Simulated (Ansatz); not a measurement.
Crystal: FeAu.

```
Au Fe
1.0
     1.41175    0.81507    4.46945
    -1.41175    0.81507    4.46945
     0.00000   -1.63015    4.46945
Au Fe
1 1
Direct
  0.00000 0.00000 0.00000
  0.50000 0.50000 0.50000
```

The cell comes from a database or a generator and needn't be the stable form of this composition.

```yaml
Program: Ansatz 0.2.0
Task: relaxation of cell and atoms
Functional: r2SCAN
Potentials_or_basis: Ansatz PAW
Cutoff: "500 eV (not typed: the program's choice for these potentials)"
k_mesh: 11 × 11 × 11
Occupations: fermi-dirac, width 0.05 eV
Spin: collinear spin, ferromagnetic start
Starting_moments: "[0.0, 3.0] μB"
```

At the start: volume 15.43 Å³/atom.

Where does the relaxation end?

It ends after 6 steps and the volume is 15.13 Å³/atom (-1.9 %); space group R-3m (No. 166, to 0.05 Å); moment 3.06 μB per cell.

The path:
```
step  energy change (eV)  largest force (eV/Å)  volume (Å³)
   1              0.0000                0.0000        30.86
   2             -0.0066                0.0000        29.80
   3             -0.0099                0.0000        30.27
   4             -0.0100                0.0000        30.26
   5             -0.0100                0.0000        30.27
   6             -0.0095                0.0000        30.27
```

Final structure:
```xyz
2
Lattice="1.3936 0.8046 4.4993 -1.3936 0.8046 4.4993 0.0000 -1.6092 4.4993" Properties=species:S:1:pos:R:3 pbc="T T T"
Au    0.0000    0.0000    0.0000
Fe    0.0000    0.0000    6.7489
```

Caveat: the magnetic or orbital state may not be the lowest; the plane-wave basis is chosen anew once the cell has moved, so the energies of steps on either side of that aren't comparable; the PAW data sets come from PBE, with cores solved anew for the run's functional, which leaves a small shift of forces and pressure.
